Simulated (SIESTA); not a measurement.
# As2Se: equation of state with PBEsol

The system is As2Se.

```
CELL_PARAMETERS angstrom
-3.52942 3.52942 2.65357
3.52942 -3.52942 2.65357
3.52942 3.52942 -2.65357
ATOMIC_POSITIONS crystal
Se 0.25000 0.75000 0.50000
Se 0.50000 0.50000 0.00000
As 0.87500 0.12500 0.25000
As 0.87500 0.62500 0.75000
As 0.37500 0.12500 0.25000
As 0.87500 0.12500 0.75000
```

The cell comes from a database or a generator and needn't be the stable form of this composition.

```json
{
 "Program": "SIESTA 5.4.2",
 "Task": "equation of state",
 "Functional": "PBEsol",
 "Potentials or basis": "PseudoDojo 0.4 standard (PBEsol files)",
 "Basis": "DZP (energy shift 0.003 Ry; two zetas on semicore shells)",
 "Grid cutoff": "500 Ry",
 "Energy shift": "0.003 Ry",
 "k mesh": "6 × 6 × 6",
 "Occupations": "fermi-dirac, width 0.05 eV",
 "Spin": "no spin polarisation"
}
```

```yaml
Equilibrium_volume: 21.79 Å³/atom
Bulk_modulus_at_fixed_shape_and_positions: 79 GPa
Pressure_derivative_of_the_bulk_modulus: 4.2
```

Energy against volume, from the lowest point:
| volume (Å³/atom) | energy (meV/atom) |
| --- | --- |
| 20.714 | 13.74 |
| 21.155 | 4.30 |
| 21.596 | 0.00 |
| 22.037 | 0.29 |
| 22.477 | 4.70 |
| 22.918 | 12.88 |
| 23.359 | 24.38 |

All runs of the series together: 7.1 min on 1 thread of Intel(R) Xeon(R) 6975P-C (Granite Rapids), on a shared host.

Caveat: the cell was scaled at fixed shape and fractional positions, which overstates the stiffness of a crystal with free parameters, most of all of layers and chains; the basis of atomic orbitals isn't converged, which shifts pressures, moduli and gaps.
